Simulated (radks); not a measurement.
**W²⁺ in [Xe] 4f14 5d4: an all-electron calculation**

An exercise on one series of results from a longer session: the logs are not shown, and one member is left open.

The numbers are computed with radks (a radial shooting solver on a logarithmic mesh, Libxc functionals) version 1 (scalar-relativistic Kohn-Sham, SOGGA, spin-unpolarised, spherical densities, finite nucleus), except any that are marked as measured or tabulated.

## What is computed

- element: tungsten (Z = 74)
- charge: +2
- electrons: 72
- configuration: [Xe] 4f14 5d4
- nuclear rms radius: 5.3658 fm

The outer shells:

W²⁺
```
[Xe] core
4f [↑↓][↑↓][↑↓][↑↓][↑↓][↑↓][↑↓]
5d [↑ ][↑ ][↑ ][↑ ][  ]
```

Set-up of the first run:

Settings of this run:

```text
Z 74
configuration [Xe] 4f14 5d4
relativity scalar-relativistic
functional sogga,pbe
spin unpolarised
nucleus finite rms 5.3658 fm
c 137.035999084
```

The run is started by

```console
python run_ks.py task.json out
```

The same process makes all the runs of this session.

One table of the session follows, with a row left open; its other results are not shown here.

It belongs to the step «Orbitals and density». Radial moments (bohr):

```
level      <r>  outermost maximum (interpolated)  90 % within  nodes
   1s  0.01835                            0.0115       0.0334      0
   2s  0.07760                            0.0657        0.120      1
   2p  0.06945                            0.0539        0.113      0
   3s   0.2012                             0.185        0.295      2
   3p   0.2014                             0.183        0.301      1
   3d   0.1824                             0.149        0.283      0
   4s   0.4497                             0.421        0.646      3
   4p   0.4781                             0.441        0.695      2
   4d   0.5114                             0.452        0.767      1
   5s        ?                                 ?            ?      ?
   5p    1.247                              1.09         1.82      3
   4f   0.6078                             0.428         1.01      0
   5d    1.872                              1.47         2.90      2
```

Estimate the missing values for 5s.

The run gave: <r>: 1.068; outermost maximum (interpolated): 0.963; 90 % within: 1.53; nodes: 4. In the column «<r>» it lies between 4f (0.6078) and 5p (1.247).

Caveats from the session: Spin polarisation and multiplet splitting are left out.
